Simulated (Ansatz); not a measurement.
**Ca3H2: one candidate structure**

Aim: relax Ca3H2 from this start, Ga3Ni2 type (P-3m1, No. 164), and see where it ends.

Program: Ansatz 0.2.0. Level of theory: DFT PBE, scalar-relativistic, plane waves, PAW. These are calculated values, not measurements.

1 further run of the same task is left out (it didn't finish).

### 1 The system as given

The structure is trigonal, space group P-3m1 (No. 164). Conventional cell: a = 4.463 Å, b = 4.463 Å, c = 5.388 Å, α = 90.00°, β = 90.00°, γ = 120.00°. Ca (site symmetry -3m) has 6 H at 2.68 Å as nearest neighbours. Ca (site symmetry 3m) is surrounded by 5 H at 2.62 to 2.88 Å and 3 Ca at 2.91 Å. H (site symmetry 3m) has 8 Ca at 2.62 to 2.88 Å as nearest neighbours.

Structure file:

```cif
data_structure
_symmetry_space_group_name_H-M 'P 1'
_symmetry_Int_Tables_number 1
_cell_length_a 4.4627
_cell_length_b 4.4627
_cell_length_c 5.3883
_cell_angle_alpha 90.000
_cell_angle_beta 90.000
_cell_angle_gamma 120.000
_cell_volume 92.93
loop_
_atom_site_label
_atom_site_type_symbol
_atom_site_fract_x
_atom_site_fract_y
_atom_site_fract_z
_atom_site_occupancy
Ca1 Ca 0.00000 0.00000 0.00000 1
Ca2 Ca 0.33333 0.66667 0.62500 1
Ca3 Ca 0.66667 0.33333 0.37500 1
H1 H 0.33333 0.66667 0.13800 1
H2 H 0.66667 0.33333 0.86200 1
```

(A quick probe on a coarse mesh, which set the mesh and smearing, is not shown.)

### 3 Coarse relaxation

Input file input.yaml:

```yaml
crystal:
  lattice:
    - [4.4626922313, 0.0, 0.0]
    - [-2.2313461157, 3.8648048416, 0.0]
    - [0.0, 0.0, 5.3882893193]
  atoms:
    - { symbol: Ca, position: [0.0, 0.0, 0.0] }
    - { symbol: Ca, position: [0.3333333333, 0.6666666667, 0.625] }
    - { symbol: Ca, position: [0.6666666667, 0.3333333333, 0.375] }
    - { symbol: H, position: [0.3333333333, 0.6666666667, 0.138] }
    - { symbol: H, position: [0.6666666667, 0.3333333333, 0.862] }
basis:
  ecutwfc: 420
kpoints:
  mp_grid: { grid: [6, 6, 4] }
hamiltonian:
  xc: pbe
scf:
  occupations: { method: gaussian, width: 0.1 }
  lower_state_search: "off"
output:
  forces: true
  stress: true
  eigenvalues: true
relax:
  adjacent_minimum: "off"
  f_tol: 0.04
  max_steps: 70
  cell: { stress_tol: 0.4 }
```

The run is started by

```console
> ansatz run input.yaml --threads 1 --pin off --max-ram 2560MiB --backend cpu --events-out ev --progress --plain --runs-dir out
```

Further runs follow: relaxing cell and atoms; relaxing again on a mesh for the new cell.

Q: Predict the outcome of this session.

As calculated:

Formation energies count from the elements, computed with the same settings in runs not shown here.

```
                          quantity                                                                       value
                              cell  a = 6.033 Å, b = 6.033 Å, c = 4.295 Å, α = 90.00°, β = 90.00°, γ = 120.00°
                       space group                                                             P-3m1 (No. 164)
                            volume                                                               27.08 Å³/atom
                   gap on the mesh                                                                none (metal)
formation energy from the elements                                                              +0.103 eV/atom
```

What this shows: The space group stayed P-3m1, and from the first guess the volume went from 18.59 to 27.08 Å³/atom. The formation energy of +0.10 eV/atom is positive, so the elements lie lower than this structure; another structure of the compound can lie lower.
